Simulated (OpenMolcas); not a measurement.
**Pm³⁺ among point charges: CASSCF levels and susceptibility**

How does a field of 3 point charges split the states of Pm³⁺, and what χT follows?

Method: state-averaged CASSCF, spin-orbit coupling by RASSI with atomic mean-field integrals. Code: OpenMolcas 26.06.

### Step 1. The atom as given

- Species: Pm³⁺ (promethium, Z = 61, 58 electrons)
- Basis: ANO-RCC-VDZP [7s6p4d2f1g], 68 functions
- Scalar Hamiltonian: DKH2, point nucleus
- Inactive shells: 1s 2s 2p 3s 3p 3d 4s 4p 4d 5s 5p
- Active space: 4 electrons in 7 orbitals (4f)
- Some configurations of this space: 4f4
- Orbitals: optimised for the highest spin of each parity, averaged over all roots

The outer shells:

4f4
```
4f [↑ ][↑ ][↑ ][↑ ][  ][  ][  ]
```

The ion sits among 3 point charges of -1 e arranged as a planar triangle (D3h), 2.82 Å from the ion.

Each step is its own input file, run in one work folder so that later steps find the files of earlier ones. Labels, J, g values, rates, χT and fits are worked out afterwards by a script from the matrices that RASSI stores.

### Step 2. One- and two-electron integrals

Input file a.inp:

```
&GATEWAY
Coord
1

Pm 0.0 0.0 0.0
Basis=ANO-RCC-VDZP
Group=NoSym
NoMove
AngMom=0.0 0.0 0.0
AMFI
XField
3 Angstrom 0
2.820000 0.000000 0.000000 -1.000000
-1.410000 2.442192 0.000000 -1.000000
-1.410000 -2.442192 0.000000 -1.000000
&SEWARD
```

Launch:

```sh
$ OMP_NUM_THREADS=1 MOLCAS_MEM=2252 MOLCAS_PROJECT=a pymolcas a.inp > a.log
```

The program printed:

```text
Basis set label: PM.ANO-RCC...7S6P4D2F1G.

      Electronic valence basis set:
      ------------------
      Associated Effective Charge  61.000000 au
      Associated Actual Charge     61.000000 au
      Nuclear Model: Point charge

      Shell  nPrim  nBasis  Cartesian Spherical Contaminant
         s      25       7        X
         p      22       6        X
         d      15       4                 X
         f      11       2                 X
         g       4       1                 X
                  Relativistic Douglas-Kroll-Hess integrals:
                    - DKH order of Hamiltonian: 2
                    - DKH order of Properties : 0
                  Atomic mean-field integrals
```

### Step 3. Reference wave functions, quintets, 35 roots

Input file a.inp:

```
&RASSCF
FileOrb=start.orb
Symmetry=1
Spin=5
nActEl=4 0 0
Inactive=27
Ras2=7
CIRoot=35 35 1
SDav=35
CIMx=300
Iter=120 100
PrWF=0.3
OrbListing=Nothing
MaxOrb=0
>>> COPY $Project.JobIph JOB001
```

start.orb holds the contracted functions of the basis, ordered by shell, or the orbitals of the step before.

The program printed, shortened:

```text
[...]
      Number of active orbitals                  7
[...]
      Spin quantum number                      2.0
[...]
      Active orbitals                            7
[...]
      Number of CSFs                            35
      Number of root(s) required                35
[...]
      Convergence after  9 iterations
[...]
      Natural orbitals and occupation numbers for root  1
      sym 1:   0.505597   0.499982   0.500041   0.999905   0.500041   0.499982   0.494453
      Natural orbitals and occupation numbers for root  2
      sym 1:   0.500421   0.500000   0.500000   1.000000   0.500000   0.500000   0.499579
      Natural orbitals and occupation numbers for root  3
      sym 1:   0.486632   0.513368   0.999828   0.000172   1.000000   0.513307   0.486693
::    RASSCF root number  1 Total energy: -10012.58797537
::    RASSCF root number  2 Total energy: -10012.58797522
::    RASSCF root number  3 Total energy: -10012.58764945
[...]
::    RASSCF root number 27 Total energy: -10012.47837938
::    RASSCF root number 28 Total energy: -10012.47837938
::    RASSCF root number 29 Total energy: -10012.47828991
::    RASSCF root number 30 Total energy: -10012.47825915
```

### Step 4. Reference wave functions, triplets, 162 roots

Input file a.inp:

```
&RASSCF
FileOrb=start.orb
Symmetry=1
Spin=3
nActEl=4 0 0
Inactive=27
Ras2=7
CIRoot=162 162 1
SDav=210
CIMx=300
Iter=120 100
PrWF=0.3
OrbListing=Nothing
MaxOrb=0
CIOnly
>>> COPY $Project.JobIph JOB002
```

The program printed, shortened:

```text
[...]
      Number of active orbitals                  7
[...]
      Spin quantum number                      1.0
[...]
      Active orbitals                            7
[...]
      Number of CSFs                           210
      Number of root(s) required               162
[...]
      Natural orbitals and occupation numbers for root  1
      sym 1:   0.543519   0.575009   0.599072   0.567666   0.599072   0.575009   0.540654
      Natural orbitals and occupation numbers for root  2
      sym 1:   0.544456   0.574449   0.593572   0.549802   0.599058   0.597399   0.541265
      Natural orbitals and occupation numbers for root  3
      sym 1:   0.544549   0.574273   0.599115   0.597489   0.593503   0.549887   0.541184
::    RASSCF root number  1 Total energy: -10012.50488127
::    RASSCF root number  2 Total energy: -10012.50486894
::    RASSCF root number  3 Total energy: -10012.50486894
[...]
::    RASSCF root number 27 Total energy: -10012.47381731
::    RASSCF root number 28 Total energy: -10012.47381731
::    RASSCF root number 29 Total energy: -10012.47324866
::    RASSCF root number 30 Total energy: -10012.47322360
```

CIOnly: the orbitals of an earlier block are kept, and only the CI is solved.

### Step 5. Reference wave functions, singlets, 162 roots

Input file a.inp:

```
&RASSCF
FileOrb=start.orb
Symmetry=1
Spin=1
nActEl=4 0 0
Inactive=27
Ras2=7
CIRoot=162 162 1
SDav=196
CIMx=300
Iter=120 100
PrWF=0.3
OrbListing=Nothing
MaxOrb=0
CIOnly
>>> COPY $Project.JobIph JOB003
```

The program printed, shortened:

```text
[...]
      Number of active orbitals                  7
[...]
      Spin quantum number                      0.0
[...]
      Active orbitals                            7
[...]
      Number of CSFs                           196
      Number of root(s) required               162
[...]
      Natural orbitals and occupation numbers for root  1
      sym 1:   0.416689   0.682964   0.427130   0.963013   0.416688   0.682964   0.410551
      Natural orbitals and occupation numbers for root  2
      sym 1:   0.409599   0.655680   0.736335   0.896189   0.461498   0.626665   0.214033
      Natural orbitals and occupation numbers for root  3
      sym 1:   0.215513   0.650312   0.483450   0.631554   0.732388   0.896669   0.390114
::    RASSCF root number  1 Total energy: -10012.45512736
::    RASSCF root number  2 Total energy: -10012.45508490
::    RASSCF root number  3 Total energy: -10012.45508490
[...]
::    RASSCF root number 27 Total energy: -10012.42727721
::    RASSCF root number 28 Total energy: -10012.42727721
::    RASSCF root number 29 Total energy: -10012.42676107
::    RASSCF root number 30 Total energy: -10012.42676107
```

CIOnly: the orbitals of an earlier block are kept, and only the CI is solved.

### Step 6. RASSI: spin-orbit coupling between the states

Input file a.inp:

```
&RASSI
NrOfJobIphs=3 32 106 31
1 2 3 4 5 6 7 8 9 10 11 12 13 14 15 16 17 18 19 20 21 22 23 24 25 26 27
28 29 30 31 32
1 2 3 4 5 6 7 8 9 10 11 12 13 14 15 16 17 18 19 20 21 22 23 24 25 26 27
28 29 30 31 32 33 34 35 36 37 38 39 40 41 42 43 44 45 46 47 48 49 50 51
52 53 54 55 56 57 58 59 60 61 62 63 64 65 66 67 68 69 70 71 72 73 74 75
76 77 78 79 80 81 82 83 84 85 86 87 88 89 90 91 92 93 94 95 96 97 98 99
100 101 102 103 104 105 106
1 2 3 4 5 6 7 8 9 10 11 12 13 14 15 16 17 18 19 20 21 22 23 24 25 26 27
28 29 30 31
IphNames
JOB001
JOB002
JOB003
EJob
SpinOrbit
DIPRint=1.0
SOCoupling=1000.0
Subsets=2
Property=9
'ANGMOM' 1 'ANGMOM' 2 'ANGMOM' 3 'MLTPL  1' 1 'MLTPL  1' 2 'MLTPL  1' 3
'AMFI' 1 'AMFI' 2 'AMFI' 3
SOProperty=3
'ANGMOM' 1 'ANGMOM' 2 'ANGMOM' 3
```

The program printed, shortened:

```text
SPIN-FREE ENERGIES:
  (Shifted by EMIN (a.u.) =     -10012.5879753734)
 SF State       Relative EMIN(au)   Rel lowest level(eV)    D:o, cm**(-1)      L_eff
     1             0.0000000000        0.0000000000              0.0000         6.0
     2             0.0000001557        0.0000042367              0.0342         6.0
     3             0.0003259189        0.0088687048             71.5309         6.0
     4             0.0003259189        0.0088687048             71.5309         6.0
     5             0.0005979871        0.0162720579            131.2430         6.0
     6             0.0005979871        0.0162720579            131.2430         6.0
     7             0.0008233173        0.0224036045            180.6973         6.0
     8             0.0008786314        0.0239087797            192.8373         6.0
     9             0.0010674904        0.0290478948            234.2871         6.0
    10             0.0010674904        0.0290478948            234.2871         6.0
[...]
Eigenvalues of complex Hamiltonian:
   -----------------------------------
  (Shifted by EMIN (a.u.) =     -10012.5879753734)
 SO State       Relative EMIN(au)   Rel lowest level(eV)    D:o, cm**(-1)     J-value
     1            -0.0197746897        0.0000000000              0.0000         1.6
     2            -0.0197746897        0.0000000000              0.0000         1.6
     3            -0.0193620223        0.0112292518             90.5700         2.9
     4            -0.0193393686        0.0118456904             95.5419         2.9
     5            -0.0190042584        0.0209645021            169.0901         3.5
     6            -0.0190042585        0.0209645014            169.0901         3.5
     7            -0.0187542353        0.0277679776            223.9638         3.9
     8            -0.0187542354        0.0277679766            223.9638         3.9
     9            -0.0186610800        0.0303028621            244.4091         4.0
    10            -0.0125320785        0.1970814899           1589.5694         1.8
    11            -0.0125320785        0.1970814898           1589.5694         1.8
[...]
```

Time for these steps: 72 s (1 thread of Arm Neoverse V1, shared host).

Spin-free states:

| state | degeneracy | E (cm-1) | free-ion L (%) |
| --- | --- | --- | --- |
| quintet | 2 | 0 | I (100) |
| 5E | 2 | 72 | I (100) |
| 5E | 2 | 131 | I (100) |
| 5A2 | 1 | 181 | I (100) |
| 5A1 | 1 | 193 | I (100) |
| 5E | 2 | 234 | I (100) |
| 5E | 2 | 266 | I (100) |
| 5A1 | 1 | 278 | I (100) |
| 5A2 | 1 | 15217 | F (100) |
| 5E | 2 | 15236 | F (100) |
| 5E | 2 | 15308 | F (100) |
| 5A1 | 1 | 15343 | S (100) |
| 5A2 | 1 | 15506 | F (100) |
| 5A1 | 1 | 15513 | F (100) |
| 3A2 | 1 | 18237 | K (100) |
| 3E | 2 | 18240 | K (100) |
| 3E | 2 | 18248 | K (100) |
| 3A1 | 1 | 18260 | K (100) |
| 3A2 | 1 | 18261 | K (100) |
| 3E | 2 | 18277 | K (100) |
| 3E | 2 | 18297 | K (100) |
| triplet | 2 | 18320 | K (100) |
| 3E | 2 | 18346 | K (100) |
| 3E | 2 | 23088 | H (100) |

With spin-orbit coupling:

| E (cm-1) | Degeneracy | Label | 2S+1 | J | abs mJ (%) | g |
| --- | --- | --- | --- | --- | --- | --- |
| 0.0 | 2 | E | 5 | 4.00 | 4 (100) | 0.00 0.00 4.75 |
| 90.6 | 1 | A2 | 5 | 4.00 | 3 (100) |  |
| 95.5 | 1 | A1 | 5 | 4.00 | 3 (100) |  |
| 169.1 | 2 | E | 5 | 4.00 | 2 (100) | 0.00 0.00 2.29 |
| 224.0 | 2 | E | 5 | 4.00 | 1 (100) | 0.00 0.00 1.12 |
| 244.4 | 1 | A1 | 5 | 4.00 | 0 (100) |  |
| 1590 | 2 | E | 5 | 5.00 | 5 (100) | 0.00 0.00 8.94 |
| 1659 | 2 | E | 5 | 5.00 | 4 (100) | 0.00 0.00 7.17 |
| 1719 | 1 | A2 | 5 | 5.00 | 3 (100) |  |
| 1721 | 1 | A1 | 5 | 5.00 | 3 (100) |  |
| 1766 | 2 | E | 5 | 5.00 | 2 (100) | 0.00 0.00 3.61 |
| 1793 | 2 | E | 5 | 5.00 | 1 (100) | 0.00 0.00 1.81 |
| 1802 | 1 | A2 | 5 | 5.00 | 0 (100) |  |
| 3344 | 2 |  | 5 | 6.00 | 6 (100) | 0.00 0.00 12.80 |
| 3402 | 2 | E | 5 | 6.00 | 5 (100) | 0.00 0.00 10.70 |
| 3454 | 2 | E | 5 | 6.00 | 4 (100) | 0.00 0.00 8.58 |
| 3496 | 1 | A1 | 5 | 6.00 | 3 (100) |  |
| 3498 | 1 | A2 | 5 | 6.00 | 3 (100) |  |
| 3528 | 2 | E | 5 | 6.00 | 2 (100) | 0.00 0.00 4.31 |
| 3547 | 2 | E | 5 | 6.00 | 1 (100) | 0.00 0.00 2.16 |
| 3553 | 1 | A1 | 5 | 6.00 | 0 (100) |  |
| 5212 | 2 | E | 5 | 7.00 | 7 (100) | 0.00 0.00 16.45 |
| 5264 | 2 |  | 5 | 7.00 | 6 (100) | 0.00 0.00 14.13 |
| 5312 | 2 | E | 5 | 7.00 | 5 (100) | 0.00 0.00 11.80 |

The table of states holds 24 of 104 computed; the rest, higher up, is left out. Labels of spin-orbit levels are those of the rotation subgroup (D3 for D3h). Principal g values are given for doublets only; a zero marks a field direction without first-order Zeeman splitting.

Powder χT (cm³ K/mol): 0.71 at 2 K, 0.72 at 5 K, 0.74 at 10 K, 0.77 at 20 K, 0.84 at 50 K, 0.90 at 100 K, 0.93 at 150 K, 0.96 at 200 K, 0.98 at 250 K, 1.00 at 300 K.

Stevens parameters of the J = 4 multiplet, 244 cm⁻¹ wide (cm⁻¹): B20 = -5.016e+00, B40 = 6.689e-03, B60 = -6.612e-05, B66 = 9.864e-04.

### Step 7. Summary of results

| quantity | value |
| --- | --- |
| method | CASSCF |
| spin-free ground state | quintet, 2-fold in its orbital part |
| first state of the same spin within the active space | 5E at 71.5 cm⁻¹ |
| lowest level | 2-fold E, g = 0.00, 0.00, 4.75 |
| next level | 90.6 cm⁻¹ |
| χT at 300 K | 1.00 cm³ K/mol |
| effective moment at 300 K | 2.82 μB |

The spin-free ground state (quintet) comes to 100 % from free-ion I terms and keeps the highest spin of the shell. The triplets, singlets rest on orbitals optimised for another spin in at least one step, which raises them against the optimised states. Not all states of the active space went into the spin-orbit step. High states of lower spin are left out of the spin-orbit mixing, and CASSCF puts spin-flip levels too high. Point charges carry no covalency, so the field is a model and not that of real ligands.
